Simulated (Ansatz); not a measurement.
**CH₆BNOSe: one species, many methods**

One table from this session's results is given with a row withheld; the runs are named, their logs left out.

The runs use Ansatz 0.2.0, Gaussian basis; functionals in def2-TZVPP, the program's frozen cores in correlated methods.

Levels to be run: PBE-D4, r2SCAN-D4, PBE0-D4, B3LYP-D4, ωB97X-V, ωB97M-V, B2PLYP; CCSD(T)/def2-TZVPP; MP2/def2-QZVPP; extrapolation to the limit.

## The relaxed structure

All runs share one geometry, relaxed beforehand with PBE0-D4 in a triple-zeta def2 set.

SMILES `NB([SeH])CO`, 11 atoms, charge 0, spin multiplicity 1.

Atoms are counted from 1 here; the program's logs count them from 0.

Bond lengths: N1–B2 1.388 Å, N1–H6 1.008 Å, N1–H7 1.004 Å, B2–Se3 1.963 Å, B2–C4 1.583 Å, Se3–H8 1.468 Å, C4–O5 1.428 Å, C4–H9 1.099 Å, C4–H10 1.096 Å, O5–H11 0.960 Å. Angles: B2–N1–H6 119.2°, B2–N1–H7 125.5°, H6–N1–H7 115.1°, N1–B2–Se3 123.8°, N1–B2–C4 118.7°, Se3–B2–C4 117.5°, B2–Se3–H8 96.4°, B2–C4–O5 113.3°, B2–C4–H9 112.3°, B2–C4–H10 108.6°, O5–C4–H9 111.0°, O5–C4–H10 105.9°, H9–C4–H10 105.2°, C4–O5–H11 107.8°.

Set-up of the first run:

The input, in.yaml:

```yaml
crystal:
  periodic: [false, false, false]
  atoms:
    - {symbol: N, position_ang: [-0.039848, 0.772627, 1.143636]}
    - {symbol: B, position_ang: [0.443141, -0.110225, 0.187947]}
    - {symbol: Se, position_ang: [2.076261, -1.176612, 0.413858]}
    - {symbol: C, position_ang: [-0.352238, -0.270475, -1.171321]}
    - {symbol: O, position_ang: [-1.649799, 0.324333, -1.140216]}
    - {symbol: H, position_ang: [-0.860184, 1.321282, 0.936836]}
    - {symbol: H, position_ang: [0.391790, 0.967653, 2.028663]}
    - {symbol: H, position_ang: [2.483107, -0.583034, 1.693912]}
    - {symbol: H, position_ang: [-0.407208, -1.316602, -1.502011]}
    - {symbol: H, position_ang: [0.198238, 0.252427, -1.961586]}
    - {symbol: H, position_ang: [-2.217861, -0.238473, -0.609119]}
basis:
  gaussian: {orbitals: def2-TZVPP}
hamiltonian: {xc: pbe, dispersion: d4}
output: {forces: true, orbitals: {seedname: orbitals}}
```

Started as:

```
> ansatz run in.yaml --threads 4 --pin off --events-out ev --progress --plain --max-ram 10444MiB
```

Steps of the session up to this table: PBE-D4 (GGA); r2SCAN-D4 (meta-GGA); PBE0-D4 (hybrid); B3LYP-D4 (hybrid); ωB97X-V (range-separated); ωB97M-V (range-separated); B2PLYP (double hybrid); CCSD(T) in def2-TZVPP; MP2 in def2-QZVPP.

One table of the session follows, with a row left open; its other results are not shown here.

```
            method  atomisation energy (kJ/mol)
            PBE-D4                       4147.6
         r2SCAN-D4                       4054.1
           PBE0-D4                       4056.4
          B3LYP-D4                       4049.4
           ωB97X-V                       4051.8
           ωB97M-V                       4053.9
            B2PLYP                            ?
     HF/def2-TZVPP                       2839.5
    MP2/def2-TZVPP                       3999.9
   CCSD/def2-TZVPP                       3859.3
CCSD(T)/def2-TZVPP                       3925.9
           MP2/CBS                       4115.8
       CCSD(T)/CBS                       4041.8
```

Q: Estimate the row for B2PLYP from the others.

As computed: atomisation energy (kJ/mol): 3999.5. In the column «atomisation energy (kJ/mol)» it lies between CCSD(T)/def2-TZVPP (3925.9) and MP2/def2-TZVPP (3999.9).

Caveats from the session: Free atoms (1 N, 1 B, 1 Se, 1 C, 1 O, 6 H) were run apart at each level; the atomisation energy is their sum less the molecule, without zero-point or spin-orbit terms.
